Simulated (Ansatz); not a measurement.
# BFH₃NSe: small, medium and large basis sets

One table from this session's results is given with a row withheld; the runs are named, their logs left out.

Method: one geometry, several basis sets; program: Ansatz 0.2.0, Gaussian basis.

Plan: PBE0-D4/def2-SVP; ωB97M-V/def2-SVP; PBE0-D4/def2-QZVPP; ωB97M-V/def2-QZVPP; the functionals' def2-TZVPP values are taken from earlier runs.

## The geometry

All runs share one geometry, relaxed beforehand with PBE0-D4 in a triple-zeta def2 set.

SMILES `NB(F)[SeH]`, 7 atoms, charge 0, spin multiplicity 1.

Atoms are counted from 1 here; the program's logs count them from 0.

Bond lengths: N1–B2 1.392 Å, N1–H5 1.003 Å, N1–H6 1.006 Å, B2–F3 1.335 Å, B2–Se4 1.968 Å, Se4–H7 1.465 Å. Angles: B2–N1–H5 124.0°, B2–N1–H6 121.4°, H5–N1–H6 114.6°, N1–B2–F3 119.3°, N1–B2–Se4 121.3°, F3–B2–Se4 119.3°, B2–Se4–H7 93.2°.

Set-up of the first run:

The input, in.yaml:

```yaml
crystal:
  periodic: [false, false, false]
  atoms:
    - {symbol: N, position_ang: [-0.555520, 0.680660, 0.839843]}
    - {symbol: B, position_ang: [0.205446, -0.192809, 0.067289]}
    - {symbol: F, position_ang: [1.102402, -0.981814, 0.663935]}
    - {symbol: Se, position_ang: [-0.014719, -0.287876, -1.885554]}
    - {symbol: H, position_ang: [-1.246714, 1.303646, 0.464595]}
    - {symbol: H, position_ang: [-0.444839, 0.729865, 1.838357]}
    - {symbol: H, position_ang: [1.015245, -1.319670, -2.034265]}
basis:
  gaussian: {orbitals: def2-SVP}
hamiltonian: {xc: pbe0, dispersion: d4}
output: {orbitals: {seedname: orbitals}}
```

Launch:

```
ansatz run in.yaml --threads 2 --pin off --events-out ev --progress --plain --max-ram 4352MiB
```

Among the steps run: PBE0-D4 in def2-SVP; ωB97M-V in def2-SVP; PBE0-D4 in def2-QZVPP; ωB97M-V in def2-QZVPP.

One table of the session follows, with a row left open; its other results are not shown here.

| functional | basis | HOMO (eV) | LUMO (eV) |
| --- | --- | --- | --- |
| PBE0-D4 | def2-SVP | -6.79 | 0.61 |
| PBE0-D4 | def2-TZVPP | -6.99 | 0.19 |
| PBE0-D4 | def2-QZVPP | -7.02 | 0.01 |
| ωB97M-V | def2-SVP | ? | ? |
| ωB97M-V | def2-TZVPP | -9.15 | 1.80 |
| ωB97M-V | def2-QZVPP | -9.18 | 1.44 |

**Question.** Estimate the row for ωB97M-V, def2-SVP.

As computed: HOMO (eV): -8.93; LUMO (eV): 2.55. In the column «HOMO (eV)» it lies between ωB97M-V, def2-TZVPP (-9.15) and PBE0-D4, def2-QZVPP (-7.02).
